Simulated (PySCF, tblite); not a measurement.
# C6H13N: geometry, infrared bands and NMR shifts

Aim: predict the infrared bands and NMR shifts of C6H13N (`[H]/N=C\CCC(C)C`).

Programs: tblite 0.8.0 and PySCF 2.14.0, with density-fitted response routines of our own. Each step states its level of theory. These are calculated values for one molecule in the gas phase, unless marked as measured. Atoms are numbered from 0 throughout.

### 1 The starting structure

20 atoms, charge 0, multiplicity 1; geometry from: force field or distance geometry start.

Bonds of the start (Å): C0–C1 1.52, C1–C2 1.53, C1–C3 1.54, C3–C4 1.53, C4–C5 1.49, C5–N6 1.29, C0–H7 1.10, C0–H8 1.09, C0–H9 1.10, C1–H10 1.10, C2–H11 1.08, C2–H12 1.10, C2–H13 1.09, C3–H14 1.09, C3–H15 1.09, C4–H16 1.10, C4–H17 1.10, C5–H18 1.11, N6–H19 1.02.

### 2 Optimising the geometry with GFN2-xTB

Job settings and geometry (Å):

```
{"job": {"kind": "relax", "xc": "GFN2-xTB", "basis": "xTB"}, "charge": 0, "multiplicity": 1}
C     -1.736100     1.469600     0.219600
C     -0.674900     0.386200     0.224000
C     -1.314900    -0.985800     0.462500
C      0.141500     0.444600    -1.084300
C      1.311000    -0.544900    -1.143600
C      2.363200    -0.207500    -0.136700
N      2.678700    -0.985200     0.842200
H     -2.301900     1.480200     1.163900
H     -1.287700     2.459600     0.102300
H     -2.458700     1.320800    -0.595700
H     -0.005800     0.584400     1.078200
H     -0.578100    -1.768300     0.608000
H     -1.958500    -1.264900    -0.380900
H     -1.950100    -0.967700     1.352400
H     -0.529200     0.252700    -1.922800
H      0.525200     1.457700    -1.196700
H      1.784100    -0.455800    -2.133900
H      0.979300    -1.584200    -1.035000
H      2.887400     0.763100    -0.234800
H      2.120100    -1.843900     0.831900
```

Launch:

```
$ OMP_NUM_THREADS=1 python probes_run.py task.json out
```

One launch serves the whole session: the jobs run in the order shown.

**Question.** This job is followed by: GFN2-xTB harmonic vibrations, gas phase; GIAO PBE0/pcSseg-1 NMR shielding, non-relativistic, gas phase. What will the session give for the following? strongest single infrared mode (GFN2-xTB); zero-point energy (GFN2-xTB); 13C shifts against TMS (PBE0/pcSseg-1, means over atoms taken as alike); 1H shifts against TMS (PBE0/pcSseg-1, means over atoms taken as alike); 15N shifts against NH3 (PBE0/pcSseg-1).

The runs gave:

```
                                                               quantity                                    value
                              strongest single infrared mode (GFN2-xTB)                    1749 cm⁻¹, 182 km/mol
                                           zero-point energy (GFN2-xTB)                           112.9 kcal/mol
13C shifts against TMS (PBE0/pcSseg-1, means over atoms taken as alike)        178.7, 43.5, 37.7, 29.6, 23.9 ppm
 1H shifts against TMS (PBE0/pcSseg-1, means over atoms taken as alike)  10.81, 7.69, 2.17, 1.43, 1.37, 0.91 ppm
                                 15N shifts against NH3 (PBE0/pcSseg-1)                                365.0 ppm
```

What this shows: The optimisation took 76 steps and gained 0.126 eV; among the close pairs (by a distance rule), C5–N6 changed most, from 1.289 to 1.253 Å. All 54 modes are real, so the xTB geometry is a minimum. The strongest single mode, at 1749 cm⁻¹, moves mainly C5 and N6. GFN2-xTB is a fitted tight-binding method: band positions and strengths are rough. Its intensities can rank the bands wrongly. At PBE0/pcSseg-1: Shielding is most anisotropic at N6 (span 647 ppm, paramagnetic term -419 ppm).
